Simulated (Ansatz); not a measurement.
From input file to script: CH6ClGeN, SMILES [CH3][GeH]([NH2])[Cl] in Ansatz 0.2.0.

```yaml
crystal:
  periodic: [false, false, false]
  atoms:
    - { symbol: C, position_ang: [-0.7528, 1.1901, -0.2096] }
    - { symbol: Ge, position_ang: [-0.1385, -0.5941, -0.2372] }
    - { symbol: "N", position_ang: [1.2739, -0.7333, 0.923] }
    - { symbol: Cl, position_ang: [-1.6367, -1.9269, 0.3848] }
    - { symbol: H, position_ang: [-1.1285, 1.4922, 0.7868] }
    - { symbol: H, position_ang: [0.0062, 1.9411, -0.5418] }
    - { symbol: H, position_ang: [-1.6324, 1.3228, -0.9154] }
    - { symbol: H, position_ang: [0.3643, -0.9435, -1.676] }
    - { symbol: H, position_ang: [1.6697, -1.6949, 0.8947] }
    - { symbol: H, position_ang: [2.0579, -0.1049, 0.5935] }
basis:
  gaussian:
    orbitals: cc-pVDZ
hamiltonian:
  xc: b3lyp
scf:
  lower_state_search: standard
output:
  orbitals: {}
```

`energy_ch6clgen.py`:
```python
"""Single point of CH6ClGeN."""

from pathlib import Path
import warnings

import ansatz as az
from ase import Atoms

warnings.simplefilter("ignore", az.DeckWarning)

atoms = Atoms(["C", "Ge", "N", "Cl", "H", "H", "H", "H", "H", "H"], positions=[
    [-0.7528, 1.1901, -0.2096],
    [-0.1385, -0.5941, -0.2372],
    [1.2739, -0.7333, 0.923],
    [-1.6367, -1.9269, 0.3848],
    [-1.1285, 1.4922, 0.7868],
    [0.0062, 1.9411, -0.5418],
    [-1.6324, 1.3228, -0.9154],
    [0.3643, -0.9435, -1.676],
    [1.6697, -1.6949, 0.8947],
    [2.0579, -0.1049, 0.5935],
])
geometry = az.Crystal.molecule_from_ase(atoms)

calc = (
    geometry.calculation()
    .basis(gaussian="cc-pVDZ")
    .functional("b3lyp")
    .scf(lower_state_search="standard")
    .orbitals()
)
result = calc.run(threads=1, backend="cpu", runs_dir="runs")
summary = result.report

for key in ("converged", "free_energy_ev", "reference_energy_ev", "n_frozen", "n_occupied", "n_virtual"):
    print(f"{key:22s} {summary[key]}")

field = summary["mean_field"]
print("<S^2> =", round(abs(field["state"]["spin_squared"]), 4), " relativity:", field["relativity"])
print("passes:", field["passes"])
if "symmetry" in field:
    print("occupied orbitals by irrep:", field["symmetry"]["occupied"])

lines = Path(summary["orbitals_path"]).read_text().splitlines()
field_of = lambda key: [line.split("=")[1].strip() for line in lines if line.startswith(key)]
orbitals = [(27.211386 * float(e), s, float(n)) for e, s, n in zip(field_of("Ene="), field_of("Spin="), field_of("Occup="))]
homo = max(e for e, _, n in orbitals if n > 0.5)
lumo = min(e for e, _, n in orbitals if n < 0.5)
for e, spin, n in sorted(orbitals):
    if homo - 15 < e < lumo + 5:
        print(f"{spin:6s} {e:10.3f} eV  occupation {n:.0f}")
```

```console
$ python energy_ch6clgen.py
converged              True
free_energy_ev         -71668.20134304004
reference_energy_ev    -71668.20134304004
n_frozen               0
n_occupied             [34, 34]
n_virtual              [69, 69]
<S^2> = 0.0  relativity: none
passes: {'evaluations': 15, 'products': 12}
occupied orbitals by irrep: [{'A': 34}, {'A': 34}]
Alpha     -19.179 eV  occupation 2
Alpha     -14.350 eV  occupation 2
Alpha     -12.682 eV  occupation 2
Alpha     -11.477 eV  occupation 2
Alpha     -11.273 eV  occupation 2
Alpha     -10.224 eV  occupation 2
Alpha      -9.996 eV  occupation 2
Alpha      -9.614 eV  occupation 2
Alpha      -8.556 eV  occupation 2
Alpha      -8.268 eV  occupation 2
Alpha      -7.015 eV  occupation 2
Alpha       0.568 eV  occupation 0
Alpha       0.965 eV  occupation 0
Alpha       1.568 eV  occupation 0
Alpha       2.454 eV  occupation 0
Alpha       2.773 eV  occupation 0
Alpha       3.302 eV  occupation 0
Alpha       3.382 eV  occupation 0
Alpha       3.554 eV  occupation 0
Alpha       3.739 eV  occupation 0
```

Notes:
- The settings weren't tested for convergence.
- The geometry is a force-field or estimated start, not a minimum of this method, and the basis set is short of its limit.
- Alpha marks a spatial orbital of a restricted run, filled by both spins.
- b3lyp holds the VWN-RPA fit, as in Gaussian; the form of ORCA and Turbomole is b3lyp5.
- Levels such as HOMO and LUMO are orbital energies: with these approximate functionals they aren't the ionisation energy and electron affinity, and their gap isn't the fundamental gap.
- Timing: 4.4 s on 1 thread of Arm Neoverse V2 (shared host), peak memory 0.3 GiB.

(A comment or docstring line of the script was reworded after the run, the code is as it ran; lines on the test bed's own set-up are left out of the output.)
